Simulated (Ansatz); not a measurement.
# Mn3O4: the cost of one run

Method: DFT LDA, scalar-relativistic, plane waves, PAW, in Ansatz 0.2.0.

### Step 1. The structure to begin with

It takes space group I4_1/amd (No. 141, tetragonal). Conventional cell: a = 5.765 Å, b = 5.765 Å, c = 9.442 Å, α = 90.00°, β = 90.00°, γ = 90.00°. Mn (site symmetry -4m2) has 4 O at 2.04 Å as nearest neighbours. Mn (site symmetry 2/m) is surrounded by 4 O at 1.93 Å. Around O (site symmetry m) lie 3 Mn at 1.93 to 2.04 Å.

Structure file:

```cif
data_structure
_symmetry_space_group_name_H-M 'P 1'
_symmetry_Int_Tables_number 1
_cell_length_a 6.2374
_cell_length_b 6.2374
_cell_length_c 6.2374
_cell_angle_alpha 124.951
_cell_angle_beta 124.951
_cell_angle_gamma 81.620
_cell_volume 156.90
loop_
_atom_site_label
_atom_site_type_symbol
_atom_site_fract_x
_atom_site_fract_y
_atom_site_fract_z
_atom_site_occupancy
Mn1 Mn 0.00000 0.00000 0.00000 1
Mn2 Mn 0.75000 0.25000 0.50000 1
Mn3 Mn 0.87500 0.62500 0.25000 1
Mn4 Mn 0.37500 0.62500 0.25000 1
Mn5 Mn 0.37500 0.62500 0.75000 1
Mn6 Mn 0.37500 0.12500 0.75000 1
O1 O 0.60610 0.38390 0.22220 1
O2 O 0.13390 0.41170 0.27780 1
O3 O 0.16170 0.38390 0.77780 1
O4 O 0.13390 0.85610 0.72220 1
O5 O 0.14390 0.86610 0.27780 1
O6 O 0.61610 0.39390 0.77780 1
O7 O 0.58830 0.86610 0.72220 1
O8 O 0.61610 0.83830 0.22220 1
```

The structure rests on an entry of the Crystallography Open Database; cell or positions may have been set otherwise for this series.

### Step 2. Relaxing cell and atoms: Mn3O4, moments −−++++

Input file input.yaml:

```yaml
crystal:
  lattice:
    - [-2.8825, 2.8825, 4.721]
    - [2.8825, -2.8825, 4.721]
    - [2.8825, 2.8825, -4.721]
  atoms:
    - { symbol: Mn, position: [0.0, 0.0, 0.0], spin: -5.0 }
    - { symbol: Mn, position: [0.75, 0.25, 0.5], spin: -5.0 }
    - { symbol: Mn, position: [0.875, 0.625, 0.25], spin: 4.0 }
    - { symbol: Mn, position: [0.375, 0.625, 0.25], spin: 4.0 }
    - { symbol: Mn, position: [0.375, 0.625, 0.75], spin: 4.0 }
    - { symbol: Mn, position: [0.375, 0.125, 0.75], spin: 4.0 }
    - { symbol: O, position: [0.6061, 0.3839, 0.2222] }
    - { symbol: O, position: [0.1339, 0.4117, 0.2778] }
    - { symbol: O, position: [0.1617, 0.3839, 0.7778] }
    - { symbol: O, position: [0.1339, 0.8561, 0.7222] }
    - { symbol: O, position: [0.1439, 0.8661, 0.2778] }
    - { symbol: O, position: [0.6161, 0.3939, 0.7778] }
    - { symbol: O, position: [0.5883, 0.8661, 0.7222] }
    - { symbol: O, position: [0.6161, 0.8383, 0.2222] }
magnetization:
  spin_polarized: true
scf:
  occupations: { method: gaussian, width: 0.02 }
output:
  forces: true
  stress: true
  populations: true
hamiltonian:
  xc: lda
relax:
  f_tol: 0.01
  cell: { stress_tol: 0.05 }
kpoints:
  mp_grid: { grid: [5, 5, 5] }
```

The run is started by

```bash
ansatz run input.yaml --threads 8 --pin off --max-ram 16384MiB --backend cpu --events-out ev --progress --plain --runs-dir out
```

Q: Estimate wall time and peak memory on 8 threads of Arm Neoverse V1, shared host.

About 72 s, with a peak of 1.2 GiB.
